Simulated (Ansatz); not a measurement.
# C₄H₉NSeSi: up Jacob's ladder to CCSD(T)

An exercise on one series of results from a longer session: the logs are not shown, and one member is left open.

The runs use Ansatz 0.2.0, Gaussian basis; functionals in def2-TZVPP, the program's frozen cores in correlated methods.

Levels to be run: LDA (SPW92), PBE-D4, revPBE-D4, BLYP-D4, r2SCAN-D4, B97M-V, PBE0-D4, B3LYP-D4, r2SCANh-D4, r2SCAN0-D4, HSE06-D4, BHLYP-D4, CAM-B3LYP-D4, LC-ωPBE, ωB97X-V, ωB97M-V, B2PLYP, PBE-QIDH; CCSD(T)/def2-SVP; CCSD(T)/def2-TZVPP; MP2/def2-QZVPP; extrapolation to the limit; RPA on PBE.

### The relaxed structure

An earlier PBE0-D4 in a triple-zeta def2 set relaxation fixed the geometry.

SMILES `C=C([SiH3])CC(N)=[Se]`, 16 atoms, charge 0, spin multiplicity 1.

Atoms are counted from 1 here; the program's logs count them from 0.

Bond lengths: C1–C2 1.333 Å, C1–H8 1.085 Å, C1–H9 1.089 Å, C2–Si3 1.877 Å, C2–C4 1.506 Å, Si3–H10 1.486 Å, Si3–H11 1.486 Å, Si3–H12 1.486 Å, C4–C5 1.511 Å, C4–H13 1.098 Å, C4–H14 1.090 Å, C5–N6 1.329 Å, C5–Se7 1.795 Å, N6–H15 1.006 Å, N6–H16 1.009 Å. Angles: C2–C1–H8 122.0°, C2–C1–H9 121.6°, H8–C1–H9 116.4°, C1–C2–Si3 120.4°, C1–C2–C4 121.1°, Si3–C2–C4 118.5°, C2–Si3–H10 108.5°, C2–Si3–H11 109.6°, C2–Si3–H12 110.6°, H10–Si3–H11 110.0°, H10–Si3–H12 109.7°, H11–Si3–H12 108.5°, C2–C4–C5 113.4°, C2–C4–H13 109.9°, C2–C4–H14 111.5°, C5–C4–H13 107.1°, C5–C4–H14 107.5°, H13–C4–H14 107.1° and more.

The first run:

Contents of in.yaml:

```yaml
crystal:
  periodic: [false, false, false]
  atoms:
    - {symbol: C, position_ang: [-0.714187, -1.669566, -0.774506]}
    - {symbol: C, position_ang: [-0.141954, -0.827509, 0.086331]}
    - {symbol: Si, position_ang: [1.672394, -1.009578, 0.530111]}
    - {symbol: C, position_ang: [-0.929378, 0.285816, 0.726273]}
    - {symbol: C, position_ang: [-0.523779, 1.660450, 0.247912]}
    - {symbol: N, position_ang: [-0.307090, 1.749687, -1.060371]}
    - {symbol: Se, position_ang: [-0.389749, 3.064379, 1.357569]}
    - {symbol: H, position_ang: [-0.160117, -2.475124, -1.245866]}
    - {symbol: H, position_ang: [-1.771017, -1.596946, -1.026662]}
    - {symbol: H, position_ang: [2.229605, -2.159007, -0.228868]}
    - {symbol: H, position_ang: [1.807546, -1.252436, 1.990048]}
    - {symbol: H, position_ang: [2.419912, 0.227994, 0.187392]}
    - {symbol: H, position_ang: [-1.996714, 0.167262, 0.498882]}
    - {symbol: H, position_ang: [-0.828787, 0.272721, 1.811684]}
    - {symbol: H, position_ang: [-0.042146, 2.635561, -1.456850]}
    - {symbol: H, position_ang: [-0.324560, 0.926296, -1.643080]}
basis:
  gaussian: {orbitals: def2-TZVPP}
hamiltonian: {xc: lda}
output: {orbitals: {seedname: orbitals}}
```

Started as:

```
$ ansatz run in.yaml --threads 2 --pin off --events-out ev --progress --plain --max-ram 32768MiB --backend cuda --devices 0, --max-vram 18GiB
```

Among the steps run: LDA; PBE-D4 (GGA); revPBE-D4 (GGA); BLYP-D4 (GGA); r2SCAN-D4 (meta-GGA); B97M-V (meta-GGA); B3LYP-D4 (hybrid); r2SCANh-D4 (hybrid); r2SCAN0-D4 (hybrid); HSE06-D4 (hybrid); BHLYP-D4 (hybrid); CAM-B3LYP-D4 (range-separated); LC-ωPBE (range-separated); ωB97X-V (range-separated); ωB97M-V (range-separated); B2PLYP (double hybrid); PBE-QIDH (double hybrid).

One table of the session follows, with a row left open; its other results are not shown here.

It belongs to the step «Orbital energies across the functionals». 

| functional | HOMO (eV) | gap (eV) |
| --- | --- | --- |
| LDA (SPW92) | -4.84 | 2.48 |
| PBE-D4 | -4.68 | 2.53 |
| revPBE-D4 | -4.61 | 2.55 |
| BLYP-D4 | -4.50 | 2.51 |
| r2SCAN-D4 | -4.89 | 2.88 |
| B97M-V | -4.98 | 3.01 |
| PBE0-D4 | -5.77 | 4.51 |
| B3LYP-D4 | ? | ? |
| r2SCANh-D4 | -5.30 | 3.61 |
| r2SCAN0-D4 | -5.92 | 4.72 |
| HSE06-D4 | -5.38 | 3.73 |
| BHLYP-D4 | -6.71 | 6.48 |
| CAM-B3LYP-D4 | -7.02 | 6.86 |
| LC-ωPBE | -8.36 | 9.25 |
| ωB97X-V | -8.03 | 8.88 |
| ωB97M-V | -7.91 | 8.69 |

Q: Estimate the row for B3LYP-D4 from the others.

Worked estimate for «HOMO (eV)». Against the share of exact exchange, BLYP-D4 (0, -4.50), BHLYP-D4 (0.5, -6.71) give a slope of -4.42 per unit share; at 0.2 the line stands at -5.38.

The run gave: HOMO (eV): -5.53; gap (eV): 4.08. In «HOMO (eV)» the line misses by +0.15.
